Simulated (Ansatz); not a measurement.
# Cl₂GeH₄Sn: how energies converge with the basis set

Aim: see how fast density functionals converge with the basis set for Cl₂GeH₄Sn.

Method: one geometry, several basis sets; program: Ansatz 0.2.0, Gaussian basis.

Levels to be run: PBE0-D4/def2-SVP; ωB97M-V/def2-SVP; PBE0-D4/def2-QZVPP; ωB97M-V/def2-QZVPP; the functionals' def2-TZVPP values are taken from earlier runs.

### Step 1. The relaxed structure

All runs share one geometry, relaxed beforehand with PBE0-D4 in a triple-zeta def2 set. Sn takes the def2 core potential; no spin-orbit term is included.

8 atoms, charge 0, spin multiplicity 1.

Atoms are counted from 1 here; the program's logs count them from 0.

Bond lengths: Cl1–Sn2 2.331 Å, Sn2–Cl3 2.331 Å, Sn2–Ge4 2.596 Å, Sn2–H5 1.703 Å, Ge4–H6 1.533 Å, Ge4–H7 1.533 Å, Ge4–H8 1.531 Å. Angles: Cl1–Sn2–Cl3 105.6°, Cl1–Sn2–Ge4 107.9°, Cl1–Sn2–H5 105.9°, Cl3–Sn2–Ge4 107.7°, Cl3–Sn2–H5 105.9°, Ge4–Sn2–H5 122.7°, Sn2–Ge4–H6 108.7°, Sn2–Ge4–H7 108.6°, Sn2–Ge4–H8 107.2°, H6–Ge4–H7 110.4°, H6–Ge4–H8 110.9°, H7–Ge4–H8 110.9°.

As a file:

```xyz
8
charge 0, multiplicity 1
Cl    1.4696   -1.5782    1.9037
Sn    1.1631    0.0727    0.2869
Cl    2.2930   -0.6850   -1.6060
Ge   -1.3669    0.1657   -0.2883
H     2.0316    1.4311    0.8364
H    -2.1421    0.5875    0.9655
H    -1.5749    1.1859   -1.4140
H    -1.7812   -1.2369   -0.7400
```

### Step 2. PBE0-D4 in def2-SVP

in.yaml reads:

```yaml
crystal:
  periodic: [false, false, false]
  atoms:
    - {symbol: Cl, position_ang: [1.469564, -1.578155, 1.903657]}
    - {symbol: Sn, position_ang: [1.163144, 0.072726, 0.286910]}
    - {symbol: Cl, position_ang: [2.292974, -0.685019, -1.606035]}
    - {symbol: Ge, position_ang: [-1.366920, 0.165743, -0.288308]}
    - {symbol: H, position_ang: [2.031576, 1.431138, 0.836442]}
    - {symbol: H, position_ang: [-2.142107, 0.587459, 0.965541]}
    - {symbol: H, position_ang: [-1.574904, 1.185887, -1.413959]}
    - {symbol: H, position_ang: [-1.781228, -1.236879, -0.740049]}
basis:
  gaussian: {orbitals: def2-SVP}
hamiltonian: {xc: pbe0, dispersion: d4}
output: {orbitals: {seedname: orbitals}}
```

Launch:

```console
> ansatz run in.yaml --threads 4 --pin off --events-out ev --progress --plain --max-ram 10444MiB
```

The runs that follow: ωB97M-V in def2-SVP; PBE0-D4 in def2-QZVPP; ωB97M-V in def2-QZVPP.

Q: Predict the results of all the runs planned. Wanted: PBE0-D4: double and triple zeta above quadruple; ωB97M-V: double and triple zeta above quadruple.

As calculated:

```
                                       quantity           value
PBE0-D4: double and triple zeta above quadruple  18.13, 2.03 eV
ωB97M-V: double and triple zeta above quadruple  18.01, 1.97 eV
```

PBE0-D4 gains 16.10 eV from double to triple zeta, then 2.03 eV more. Total energies overstate the basis error of differences, where much of it tends to cancel. The LUMO of ωB97M-V is positive and keeps falling with the basis (0.74 to 0.23 eV): an unbound level that the basis holds in place.
